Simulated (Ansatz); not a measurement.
# Li+ with HF: superposition error and deformation

How much of this pair's binding is borrowed basis, and how much do the fragments pay to take the shapes they have in the pair?

The runs use Ansatz 0.2.0, Gaussian basis; PBE0-D4 structures, single points in def2-TZVPPD.

Levels: PBE-D4, revPBE-D4, BLYP-D4, r2SCAN-D4, B97M-V, PBE0-D4, B3LYP-D4, HSE06-D4, wB97X-V, wB97M-V, B2PLYP, Hartree-Fock, MP2, CCSD, CCSD(T).

Cores are frozen in the correlated methods. The outer core shell of Li, Na, Mg and K is correlated. B3LYP uses VWN-RPA correlation. B2PLYP carries no dispersion term here.

129 further runs of the same task are left out: 129 set aside as unsound or not needed.

### Step 1. The system as given

The relaxed pair: 3 atoms, charge 1, spin multiplicity 1.

Atoms are counted from 1 here; the program's logs count them from 0.

Bond lengths: Li1–F2 1.791 Å, F2–H3 0.931 Å. Angles: Li1–F2–H3 179.7°.

Geometry (Å):

```tsv
atom	x (Å)	y (Å)	z (Å)
Li1	-0.05786	0.12161	-1.49833
F2	0.01025	-0.02154	0.28564
H3	0.04761	-0.10007	1.21279
```

Atoms 1 to 1 are fragment A (Li+), the rest fragment B (HF). From earlier runs, pair energy (eV) and counterpoise interaction (kJ/mol):

```tsv
method	E(pair)	interaction
PBE-D4	-2930.37156	-93.75
revPBE-D4	-2932.74444	-89.98
BLYP-D4	-2933.40523	-95.04
r2SCAN-D4	-2932.43771	-91.47
B97M-V	-2933.34007	-92.86
PBE0-D4	-2930.54050	-96.58
B3LYP-D4	-2933.89903	-98.33
HSE06-D4	-2930.40694	-96.56
wB97X-V	-2932.59771	-94.30
wB97M-V	-2932.72043	-94.93
B2PLYP	-2932.14822	-96.18
Hartree-Fock	-2920.85924	-99.05
CCSD(T)	-2929.40209	-90.48
```

First each fragment is run alone in its own basis, frozen in the shape it has in the pair (a, b).

### Step 2. wB97X-V/def2-TZVPPD

File a/in.yaml:

```yaml
crystal:
  periodic: [false, false, false]
  atoms:
    - {symbol: Li, position_ang: [-0.057858, 0.121611, -1.498331]}
basis:
  gaussian: {orbitals: "def2-TZVPPD.json"}
total_charge: 1
hamiltonian: {xc: {name: wB97X-V}}
```

File b/in.yaml:

```yaml
crystal:
  periodic: [false, false, false]
  atoms:
    - {symbol: F, position_ang: [0.010251, -0.021539, 0.285640]}
    - {symbol: H, position_ang: [0.047607, -0.100071, 1.212791]}
basis:
  gaussian: {orbitals: "def2-TZVPPD.json"}
hamiltonian: {xc: {name: wB97X-V}}
```

The basis file named in the input lies beside it (Basis Set Exchange, JSON).

The same command starts each run, in its folder.

Started as:

```
> ansatz run in.yaml --threads 2 --pin off --events-out ev --progress --plain --max-ram 5222MiB
```

Output in a:

```text
Functional definition: wB97X-V
  name "wB97X-V"
  cite "Mardirossian & Head-Gordon, Phys. Chem. Chem. Phys. 16, 9904 (2014) doi:10.1039/C3CP54374A"
  cite "Becke, J. Chem. Phys. 107, 8554 (1997) doi:10.1063/1.475007"
  cite "Vydrov & Van Voorhis, J. Chem. Phys. 133, 244103 (2010) doi:10.1063/1.3521275"
  parameter omega = 0.3/bohr
  parameter cx = 0.167
  parameter cx1 = 0.603
  parameter cx2 = 1.194
  parameter css0 = 0.556
  parameter css1 = -0.257
  parameter cos0 = 1.219
  parameter cos1 = -1.850
  parameter b = 6.0
  parameter c = 0.01
  exchange = spin_sum(e_x_unif_sr(omega)*poly(b97_u_x, 1 - cx, cx1, cx2)) + cx*exact_x_sr(omega) + exact_x_lr(omega)
  correlation = spin_sum(e_c_pw_same_spin*poly(b97_u_same, css0, css1))
      + integral(e_c_pw_opposite_spin*poly(b97_u_opposite, cos0, cos1)) + vv10(b, c)
139 factors; their error is unknown
50 factors; integrals over basis functions are off by at most 2.1e-4 eV
mean field evaluation 1: about -198.0572 eV, gradient 3.5e-1 eV
mean field evaluation 2: about -198.0572 eV, gradient 3.5e-1 eV
mean field evaluation 4: about -198.0572 eV, gradient 3.0e-2 eV
mean field evaluation 8: about -198.0572 eV, gradient 4.4e-7 eV
mean field -198.05722125 eV, -7.2784686331 hartree, gradient 4.4e-7 eV, S^2 0.000000; 0 other end points of the search recorded, 0 dependent functions left out
reference -198.05722091 eV, -7.2784686203 hartree; 1, 1 occupied and 21, 21 virtual orbitals, 139 factors
Total energy: -198.05722091 eV, -7.2784686203 hartree
```

Output in b, cut to the lines that bear on the results:

```text
[... 5 set-up lines as earlier in the session ...]
[...]
      + integral(e_c_pw_opposite_spin*poly(b97_u_opposite, cos0, cos1)) + vv10(b, c)
256 factors; their error is unknown
78 factors; integrals over basis functions are off by at most 2.5e-5 eV
[...]
mean field -2733.56124292 eV, -100.4565228031 hartree, gradient 1.2e-5 eV, S^2 0.000000; 0 other end points of the search recorded, 0 dependent functions left out
reference -2733.56124110 eV, -100.4565227359 hartree; 5, 5 occupied and 52, 52 virtual orbitals, 256 factors
Total energy: -2733.56124110 eV, -100.4565227359 hartree
```

Wall times: 0.25 s (a), 0.35 s (b) on 2 threads of Intel Xeon 6975P-C, shared host.

### Step 3. wB97M-V/def2-TZVPPD

The same edit goes into each in.yaml of step 2 (a, b):

```diff
-hamiltonian: {xc: {name: wB97X-V}}
+hamiltonian: {xc: {name: wB97M-V}}
```

Each run has its own folder and the same command.

Started as:

```
> ansatz run in.yaml --threads 2 --pin off --events-out ev --progress --plain --max-ram 5222MiB
```

Log of a, cut to the lines that bear on the results:

```text
Functional definition: wB97M-V
  name "wB97M-V"
  cite "Mardirossian & Head-Gordon, J. Chem. Phys. 144, 214110 (2016) doi:10.1063/1.4952647"
[... 2 set-up lines as earlier in the session ...]
  # Of w^i u^j: cxij and so on, Table III.
[...]
  gx(w, u) = 1 - cx + cx01*u + cx10*w
  gss(w, u) = css00 + css04*u^4 + css10*w + css20*w^2 + css43*w^4*u^3
  gos(w, u) = cos00 + cos10*w + (cos20 + cos21*u)*w^2 + (cos60 + cos61*u)*w^6
[...]
      + integral(e_c_pw_mod_opposite_spin*gos(b97_w_opposite, b97_u_opposite)) + vv10(b, c)
139 factors; their error is unknown
50 factors; integrals over basis functions are off by at most 2.1e-4 eV
[...]
mean field -197.98566991 eV, -7.2758391695 hartree, gradient 3.9e-7 eV, S^2 0.000000; 0 other end points of the search recorded, 0 dependent functions left out
reference -197.98567899 eV, -7.2758395033 hartree; 1, 1 occupied and 21, 21 virtual orbitals, 139 factors
Total energy: -197.98567899 eV, -7.2758395033 hartree
```

Log of b, cut to the lines that bear on the results:

```text
[... 5 set-up lines as earlier in the session ...]
  # Of w^i u^j: cxij and so on, Table III.
[...]
  gx(w, u) = 1 - cx + cx01*u + cx10*w
  gss(w, u) = css00 + css04*u^4 + css10*w + css20*w^2 + css43*w^4*u^3
  gos(w, u) = cos00 + cos10*w + (cos20 + cos21*u)*w^2 + (cos60 + cos61*u)*w^6
[...]
      + integral(e_c_pw_mod_opposite_spin*gos(b97_w_opposite, b97_u_opposite)) + vv10(b, c)
256 factors; their error is unknown
78 factors; integrals over basis functions are off by at most 2.5e-5 eV
[...]
mean field -2733.74865506 eV, -100.4634100720 hartree, gradient 6.5e-5 eV, S^2 0.000000; 0 other end points of the search recorded, 0 dependent functions left out
reference -2733.74869982 eV, -100.4634117168 hartree; 5, 5 occupied and 52, 52 virtual orbitals, 256 factors
Total energy: -2733.74869982 eV, -100.4634117168 hartree
```

They took 0.3 s (a), 0.4 s (b) on 2 threads of Intel Xeon 6975P-C, shared host.

### Step 4. B2PLYP/def2-TZVPPD

The same edit goes into each in.yaml of step 3 (a, b):

```diff
-hamiltonian: {xc: {name: wB97M-V}}
+hamiltonian: {xc: {name: B2PLYP}}
```

The same command starts each run, in its folder.

Started as:

```
> ansatz run in.yaml --threads 2 --pin off --events-out ev --progress --plain --max-ram 5222MiB
```

Output in a:

```text
Functional definition: B2PLYP
  name "B2PLYP"
  cite "Grimme, J. Chem. Phys. 124, 034108 (2006) doi:10.1063/1.2148954"
  cite "Becke, Phys. Rev. A 38, 3098 (1988) doi:10.1103/PhysRevA.38.3098"
  cite "Lee, Yang & Parr, Phys. Rev. B 37, 785 (1988) doi:10.1103/PhysRevB.37.785"
  parameter a = 0.53
  parameter c = 0.27
  exchange = (1 - a)*b88_x + a*exact_x
  correlation = (1 - c)*lyp_c + c*(mp2_os + mp2_ss)
115 factors; integrals over basis functions are off by at most 1.7e-4 eV
mean field evaluation 1: about -197.7856 eV, gradient 2.2e-1 eV
mean field evaluation 2: about -197.7856 eV, gradient 2.2e-1 eV
mean field evaluation 4: about -197.7856 eV, gradient 9.7e-5 eV
mean field evaluation 8: about -197.7856 eV, gradient 7.8e-6 eV
mean field -197.78564506 eV, -7.2684883920 hartree, gradient 7.8e-6 eV, S^2 0.000000; 0 other end points of the search recorded, 0 dependent functions left out
reference -197.78567180 eV, -7.2684893745 hartree; 1, 1 occupied and 21, 21 virtual orbitals, 115 factors
second order -0.88875546 eV of doubles, -0.00000000 eV of singles
Total energy: -198.02563577 eV, -7.2773078880 hartree
```

Output in b, cut to the lines that bear on the results:

```text
[... 5 set-up lines as earlier in the session ...]
[...]
352 factors; integrals over basis functions are off by at most 1.2e-3 eV
[...]
mean field -2730.76283613 eV, -100.3536832502 hartree, gradient 3.3e-6 eV, S^2 0.000000; 0 other end points of the search recorded, 0 dependent functions left out
1 core orbitals not correlated: weight in the atoms' cores, before any rotation towards them, 1.000 or more for the frozen orbitals, at most 0.000 for the correlated occupied ones
reference -2730.76294213 eV, -100.3536871458 hartree; 4, 4 occupied and 52, 52 virtual orbitals, 352 factors
second order -8.73462481 eV of doubles, -0.00000000 eV of singles
Total energy: -2733.12129083 eV, -100.4403548619 hartree
```

Wall times: 0.15 s (a), 0.2 s (b) on 2 threads of Intel Xeon 6975P-C, shared host.

### Step 5. B97M-V/def2-TZVPPD

Each input of step 4 (a, b) changes in the same lines:

```diff
-hamiltonian: {xc: {name: B2PLYP}}
+hamiltonian: {xc: {name: B97M-V}}
```

Each run has its own folder and the same command.

Started as:

```
> ansatz run in.yaml --threads 2 --pin off --events-out ev --progress --plain --max-ram 5222MiB
```

Output in a, cut to the lines that bear on the results:

```text
Functional definition: B97M-V
  name "B97M-V"
  cite "Mardirossian & Head-Gordon, J. Chem. Phys. 142, 074111 (2015) doi:10.1063/1.4907719"
[... 2 set-up lines as earlier in the session ...]
  # Of w^i u^j: cxij and so on, Table III.
[...]
  gx(w, u) = cx00 + cx01*u + cx02*u^2 + (cx10 + cx11*u)*w
  gss(w, u) = css00 + css02*u^2 + css10*w + (css32*w^3 + css42*w^4)*u^2
  gos(w, u) = cos00 + cos01*u + cos03*u^3 + cos10*w + cos32*w^3*u^2
[...]
      + integral(e_c_pw_mod_opposite_spin*gos(b97_w_opposite, b97_u_opposite)) + vv10(b, c)
139 factors; their error is unknown
[...]
mean field -198.92348132 eV, -7.3103031035 hartree, gradient 4.7e-7 eV, S^2 0.000000; 0 other end points of the search recorded, 0 dependent functions left out
reference -198.92348931 eV, -7.3103033968 hartree; 1, 1 occupied and 21, 21 virtual orbitals, 139 factors
Total energy: -198.92348931 eV, -7.3103033968 hartree
```

Log of b, cut to the lines that bear on the results:

```text
[... 5 set-up lines as earlier in the session ...]
  # Of w^i u^j: cxij and so on, Table III.
[...]
  gx(w, u) = cx00 + cx01*u + cx02*u^2 + (cx10 + cx11*u)*w
  gss(w, u) = css00 + css02*u^2 + css10*w + (css32*w^3 + css42*w^4)*u^2
  gos(w, u) = cos00 + cos01*u + cos03*u^3 + cos10*w + cos32*w^3*u^2
[...]
      + integral(e_c_pw_mod_opposite_spin*gos(b97_w_opposite, b97_u_opposite)) + vv10(b, c)
256 factors; their error is unknown
[...]
mean field -2733.45319683 eV, -100.4525521823 hartree, gradient 3.5e-5 eV, S^2 0.000000; 0 other end points of the search recorded, 0 dependent functions left out
reference -2733.45325158 eV, -100.4525541944 hartree; 5, 5 occupied and 52, 52 virtual orbitals, 256 factors
Total energy: -2733.45325158 eV, -100.4525541944 hartree
```

They took 0.2 s (a), 0.35 s (b) on 2 threads of Intel Xeon 6975P-C, shared host.

### Step 6. CCSD(T)/def2-TZVPPD

Each input of step 5 (a, b) changes in the same lines:

```diff
-hamiltonian: {xc: {name: B97M-V}}
+correlation: {method: ccsd_t}
```

One command serves all of them, each in its own folder.

Started as:

```
> ansatz run in.yaml --threads 2 --pin off --events-out ev --progress --plain --max-ram 5222MiB
```

a printed:

```text
Functional definition: HF
  name "HF"
  cite "Fock, Z. Phys. 61, 126 (1930) doi:10.1007/BF01340294"
  parent pbe
  exchange = exact_x
  correlation = 0
115 factors; integrals over basis functions are off by at most 1.7e-4 eV
mean field evaluation 1: about -196.9117 eV, gradient 2.2e-2 eV
mean field evaluation 2: about -196.9117 eV, gradient 2.2e-2 eV
mean field evaluation 4: about -196.9117 eV, gradient 9.3e-7 eV
mean field -196.91172360 eV, -7.2363723707 hartree, gradient 9.3e-7 eV, S^2 0.000000; 0 other end points of the search recorded, 0 dependent functions left out
reference -196.91172360 eV, -7.2363723707 hartree; 1, 1 occupied and 21, 21 virtual orbitals, 115 factors
second order -0.81477337 eV of doubles, -0.00000000 eV of singles
cycle   1  -0.91492215 eV  change   -1.0e-1 eV  update   6.4e-3
cycle   2  -0.93093312 eV  change   -1.6e-2 eV  update   1.1e-3
cycle   3  -0.93078793 eV  change    1.5e-4 eV  update   9.2e-5
cycle   4  -0.93078953 eV  change   -1.6e-6 eV  update   4.4e-6
cycle   5  -0.93079009 eV  change   -5.6e-7 eV  update   7.2e-7
perturbative correction 0.00000000 eV, 0.0000000000 hartree
Total energy: -197.84251369 eV, -7.2705782757 hartree
```

Log of b, cut to the lines that bear on the results:

```text
[... 4 set-up lines as earlier in the session ...]
[...]
352 factors; integrals over basis functions are off by at most 1.2e-3 eV
[...]
mean field -2722.92027018 eV, -100.0654742676 hartree, gradient 1.7e-6 eV, S^2 0.000000; 0 other end points of the search recorded, 0 dependent functions left out
1 core orbitals not correlated: weight in the atoms' cores, before any rotation towards them, 1.000 or more for the frozen orbitals, at most 0.000 for the correlated occupied ones
reference -2722.92027018 eV, -100.0654742676 hartree; 4, 4 occupied and 52, 52 virtual orbitals, 352 factors
second order -7.45006956 eV of doubles, -0.00000000 eV of singles
cycle   1  -7.35333984 eV  change    9.7e-2 eV  update   4.7e-2
[...]
cycle   9  -7.50231401 eV  change    1.9e-6 eV  update   1.5e-6
perturbative correction -0.18657709 eV, -0.0068565815 hartree
Total energy: -2730.60916128 eV, -100.3480358037 hartree
```

Wall times: 0.1 s (a), 0.25 s (b) on 2 threads of Intel Xeon 6975P-C, shared host.

### Step 7. Relaxing HF alone

File relax-b/in.yaml:

```yaml
crystal:
  periodic: [false, false, false]
  atoms:
    - {symbol: F, position_ang: [0.010251, -0.021539, 0.285640]}
    - {symbol: H, position_ang: [0.047607, -0.100071, 1.212791]}
basis:
  gaussian: {orbitals: def2-TZVP}
hamiltonian: {xc: pbe0, dispersion: d4}
relax: {f_tol: 0.005, max_steps: 200}
```

Started as:

```
> ansatz run in.yaml --threads 2 --pin off --events-out ev --progress --plain --max-ram 5222MiB
```

Output, cut to the lines that bear on the results:

```text
Functional definition: PBE0
  name "PBE0"
  cite "Adamo & Barone, J. Chem. Phys. 110, 6158 (1999) doi:10.1063/1.478522"
  cite "Perdew, Burke & Ernzerhof, Phys. Rev. Lett. 77, 3865 (1996) doi:10.1103/PhysRevLett.77.3865"
[... 1 set-up line as earlier in the session ...]
[...]
200 factors; their error is unknown
[...]
mean field -2731.79801136 eV, -100.3917252384 hartree, gradient 6.8e-6 eV, S^2 0.000000; 0 other end points of the search recorded, 0 dependent functions left out
[...]
reference -2731.79801996 eV, -100.3917255545 hartree; 5, 5 occupied and 32, 32 virtual orbitals, 200 factors
relax step   1: F+E_penalty+E_count = -2731.79952832 eV  Δ(F+E_penalty+E_count) = +0.000e0 eV  max|allowed force component| = 6.483e-1 eV/Å  Δτ_max = 0.0000 Å  (21 SCF iters, accepted)
[...]
relax step   2: F+E_penalty+E_count = -2731.80305259 eV  Δ(F+E_penalty+E_count) = -3.524e-3 eV  max|allowed force component| = 1.383e-1 eV/Å  Δτ_max = 0.0044 Å  (25 SCF iters, accepted)
[...]
relax step   3: F+E_penalty+E_count = -2731.80321312 eV  Δ(F+E_penalty+E_count) = -1.605e-4 eV  max|allowed force component| = 4.070e-3 eV/Å  Δτ_max = 0.0012 Å  (25 SCF iters, accepted)
200 factors; their error is unknown
[...]
mean field -2731.80169985 eV, -100.3918607879 hartree, gradient 2.5e-5 eV, S^2 0.000000; 1 other end points of the search recorded, 0 dependent functions left out
[...]
reference -2731.80170829 eV, -100.3918610979 hartree; 5, 5 occupied and 32, 32 virtual orbitals, 200 factors
Total energy: -2731.80322156 eV, -100.3919167096 hartree
Atom 0 at     0.010476    -0.022013     0.291233 Å, force    -0.000164     0.000345    -0.004070 eV/Å
Atom 1 at     0.047382    -0.099597     1.207198 Å, force     0.000164    -0.000345     0.004070 eV/Å
Dipole moment:     0.016078    -0.033801     0.399051 e Å
```

Run time: 0.45 s. Hardware: 2 threads of Intel Xeon 6975P-C, shared host.

Step by step:

```tsv
step	energy from step 1 (eV)	largest force component (eV/Å)
1	0.0000	0.6483
2	-0.0035	0.1383
3	-0.0037	0.0041
```

The bond:

```tsv
bond	before (Å)	after (Å)	change (Å)
F1–H2	0.931	0.920	-0.011
```

### Step 8. PBE-D4/def2-TZVPPD

File free-b/in.yaml:

```yaml
crystal:
  periodic: [false, false, false]
  atoms:
    - {symbol: F, position_ang: [0.010476, -0.022013, 0.291233]}
    - {symbol: H, position_ang: [0.047382, -0.099597, 1.207198]}
basis:
  gaussian: {orbitals: "def2-TZVPPD.json"}
hamiltonian: {xc: pbe, dispersion: d4}
```

Started as:

```
> ansatz run in.yaml --threads 2 --pin off --events-out ev --progress --plain --max-ram 5222MiB
```

Output:

```text
Functional definition: PBE
  name "PBE"
[... 2 set-up lines as earlier in the session ...]
  parameter kappa = 0.804
  parameter beta = 0.06672455060314922
  exchange = pbe_x(kappa = kappa, mu = beta*pi^2/3)
  correlation = pbe_c(beta = beta)
256 factors; their error is unknown
mean field evaluation 1: about -2730.2438 eV, gradient 3.5e1 eV
mean field evaluation 2: about -2724.0990 eV, gradient 7.5e1 eV
mean field evaluation 4: about -2731.9304 eV, gradient 4.9e-1 eV
mean field evaluation 8: about -2731.9296 eV, gradient 1.2e-1 eV
mean field -2731.92959305 eV, -100.3965607764 hartree, gradient 3.7e-5 eV, S^2 0.000000; 0 other end points of the search recorded, 0 dependent functions left out
reference -2731.92963077 eV, -100.3965621623 hartree; 5, 5 occupied and 52, 52 virtual orbitals, 256 factors
Total energy: -2731.93152463 eV, -100.3966317604 hartree
```

Run time: 0.15 s. Hardware: 2 threads of Intel Xeon 6975P-C, shared host.

### Step 9. r2SCAN-D4/def2-TZVPPD

Edit free-b/in.yaml of step 8 so:

```diff
@@ -7,2 +7,2 @@
   gaussian: {orbitals: "def2-TZVPPD.json"}
-hamiltonian: {xc: pbe, dispersion: d4}
+hamiltonian: {xc: r2scan, dispersion: d4}
```

Started as:

```
> ansatz run in.yaml --threads 2 --pin off --events-out ev --progress --plain --max-ram 5222MiB
```

Output:

```text
Functional definition: r2SCAN
  name "r2SCAN"
  cite "Furness, Kaplan, Ning, Perdew & Sun, J. Phys. Chem. Lett. 11, 8208 (2020) doi:10.1021/acs.jpclett.0c02405"
  cite "Furness, Kaplan, Ning, Perdew & Sun, J. Phys. Chem. Lett. 11, 9248 (2020) doi:10.1021/acs.jpclett.0c03077"
  parent r2scan
  parameter k0 = 0.174
  parameter k1 = 0.065
  parameter a1 = 4.9479
  exchange = r2scan_x(k0 = k0, k1 = k1, a1 = a1)
  correlation = r2scan_c
256 factors; their error is unknown
mean field evaluation 1: about -2731.8204 eV, gradient 3.4e1 eV
mean field evaluation 2: about -2728.6347 eV, gradient 5.9e1 eV
mean field evaluation 4: about -2733.3503 eV, gradient 3.6e-1 eV
mean field evaluation 8: about -2733.3494 eV, gradient 1.2e-3 eV
mean field -2733.34937267 eV, -100.4487367149 hartree, gradient 7.1e-6 eV, S^2 0.000000; 0 other end points of the search recorded, 0 dependent functions left out
reference -2733.34938577 eV, -100.4487371962 hartree; 5, 5 occupied and 52, 52 virtual orbitals, 256 factors
Total energy: -2733.34984330 eV, -100.4487540100 hartree
```

It took 0.35 s on 2 threads of Intel Xeon 6975P-C, shared host.

### Step 10. PBE0-D4/def2-TZVPPD

Edit free-b/in.yaml of step 9 so:

```diff
@@ -7,2 +7,3 @@
   gaussian: {orbitals: "def2-TZVPPD.json"}
-hamiltonian: {xc: r2scan, dispersion: d4}
+hamiltonian: {xc: pbe0, dispersion: d4}
+output: {orbitals: {seedname: orbitals}}
```

Started as:

```
> ansatz run in.yaml --threads 2 --pin off --events-out ev --progress --plain --max-ram 5222MiB
```

Output, cut to the lines that bear on the results:

```text
[... 5 set-up lines as earlier in the session ...]
  parameter a = 0.25
[... 2 set-up lines as earlier in the session ...]
  exchange = (1 - a)*pbe_x(kappa = kappa, mu = beta*pi^2/3) + a*exact_x
[... 1 set-up line as earlier in the session ...]
256 factors; their error is unknown
mean field evaluation 1: about -2730.5267 eV, gradient 3.2e1 eV
mean field evaluation 2: about -2728.8044 eV, gradient 4.9e1 eV
mean field evaluation 4: about -2731.9118 eV, gradient 1.4e-1 eV
mean field evaluation 8: about -2731.9214 eV, gradient 9.0e-3 eV
mean field -2731.92136947 eV, -100.3962585651 hartree, gradient 2.9e-5 eV, S^2 0.000000; 0 other end points of the search recorded, 0 dependent functions left out
reference -2731.92139760 eV, -100.3962595988 hartree; 5, 5 occupied and 52, 52 virtual orbitals, 256 factors
Total energy: -2731.92291087 eV, -100.3963152105 hartree
```

It took 0.2 s on 2 threads of Intel Xeon 6975P-C, shared host.

### Step 11. B3LYP-D4/def2-TZVPPD

Edit free-b/in.yaml of step 10 so:

```diff
@@ -7,3 +7,2 @@
   gaussian: {orbitals: "def2-TZVPPD.json"}
-hamiltonian: {xc: pbe0, dispersion: d4}
-output: {orbitals: {seedname: orbitals}}
+hamiltonian: {xc: {name: B3LYP}, dispersion: d4}
```

Started as:

```
> ansatz run in.yaml --threads 2 --pin off --events-out ev --progress --plain --max-ram 5222MiB
```

Output:

```text
Functional definition: B3LYP
  name "B3LYP"
  cite "Stephens, Devlin, Chabalowski & Frisch, J. Phys. Chem. 98, 11623 (1994) doi:10.1021/j100096a001"
[... 2 set-up lines as earlier in the session ...]
  cite "Vosko, Wilk & Nusair, Can. J. Phys. 58, 1200 (1980) doi:10.1139/p80-159"
  parameter a0 = 0.2
  parameter ax = 0.72
  parameter ac = 0.81
  exchange = (1 - a0 - ax)*slater_x + ax*b88_x + a0*exact_x
  correlation = (1 - ac)*vwn_rpa_c + ac*lyp_c
256 factors; their error is unknown
mean field evaluation 1: about -2733.0324 eV, gradient 3.4e1 eV
mean field evaluation 2: about -2730.2167 eV, gradient 5.8e1 eV
mean field evaluation 4: about -2734.6060 eV, gradient 1.8e-1 eV
mean field evaluation 8: about -2734.6134 eV, gradient 7.0e-4 eV
mean field -2734.61341483 eV, -100.4951894076 hartree, gradient 8.3e-5 eV, S^2 0.000000; 0 other end points of the search recorded, 0 dependent functions left out
reference -2734.61359010 eV, -100.4951958486 hartree; 5, 5 occupied and 52, 52 virtual orbitals, 256 factors
Total energy: -2734.61657977 eV, -100.4953057170 hartree
```

Run time: 0.2 s. Hardware: 2 threads of Intel Xeon 6975P-C, shared host.

(Part 1 of 2 ends here.)
